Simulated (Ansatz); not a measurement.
# WSe2: the cost of one run

Computed with Ansatz 0.2.0 (DFT PBE+D3(BJ), scalar-relativistic, plane waves, PAW, unless a step's input says otherwise).

That is the level of the relaxation; later steps name their own.

1 further run of the same task is left out (set aside as unsound or not needed).

## Step 1: The structure to begin with

Symmetry: P6_3/mmc, No. 194, hexagonal system. Conventional cell: a = 3.279 Å, b = 3.279 Å, c = 12.789 Å, α = 90.00°, β = 90.00°, γ = 120.00°. W (site symmetry -6m2) has 6 Se at 2.53 Å as nearest neighbours. Se (site symmetry 3m) has 3 W at 2.53 Å as nearest neighbours.

Structure file:

```xyz
6
Lattice="3.2790 0.0000 0.0000 -1.6395 2.8397 0.0000 0.0000 0.0000 12.7885" Properties=species:S:1:pos:R:3 pbc="T T T"
W     0.0000    1.8931    3.1971
W     1.6395    0.9466    9.5914
Se    0.0000    1.8931    7.9070
Se    1.6395    0.9466    1.5127
Se    0.0000    1.8931   11.2758
Se    1.6395    0.9466    4.8815
```

This cell was relaxed beforehand with the same method: volume 19.85 Å³/atom, gap on the mesh 1.00 eV.

## Step 2: Band edges over the whole zone

The input, input.yaml:

```yaml
crystal:
  lattice:
    - [3.2790157617, 0.0, 0.0]
    - [-1.6395078808, 2.839710949, 0.0]
    - [0.0, 0.0, 12.788505874]
  atoms:
    - { symbol: W, position: [0.3333333333, 0.6666666667, 0.25] }
    - { symbol: W, position: [0.6666666667, 0.3333333333, 0.75] }
    - { symbol: Se, position: [0.3333333333, 0.6666666667, 0.6182884625] }
    - { symbol: Se, position: [0.6666666667, 0.3333333333, 0.1182884625] }
    - { symbol: Se, position: [0.3333333333, 0.6666666667, 0.8817115375] }
    - { symbol: Se, position: [0.6666666667, 0.3333333333, 0.3817115375] }
basis:
  ecutwfc: 420
kpoints:
  mp_grid: { grid: [9, 9, 2] }
  band_path: { path: [VBM, CBM], npoints: 2 }
hamiltonian:
  xc: pbe
  dispersion: d3bj
scf:
  occupations: { method: gaussian, width: 0.02 }
output:
  forces: true
  stress: true
  eigenvalues: true
```

Command:

```
> ansatz run input.yaml --threads 2 --pin off --max-ram 5120MiB --backend cpu --events-out ev --progress --plain --runs-dir out
```

**Question.** How long does this run take on 2 threads of Intel Xeon at 2.70GHz, shared host, and how much memory does it need?

About 23 s, with a peak of 0.5 GiB.
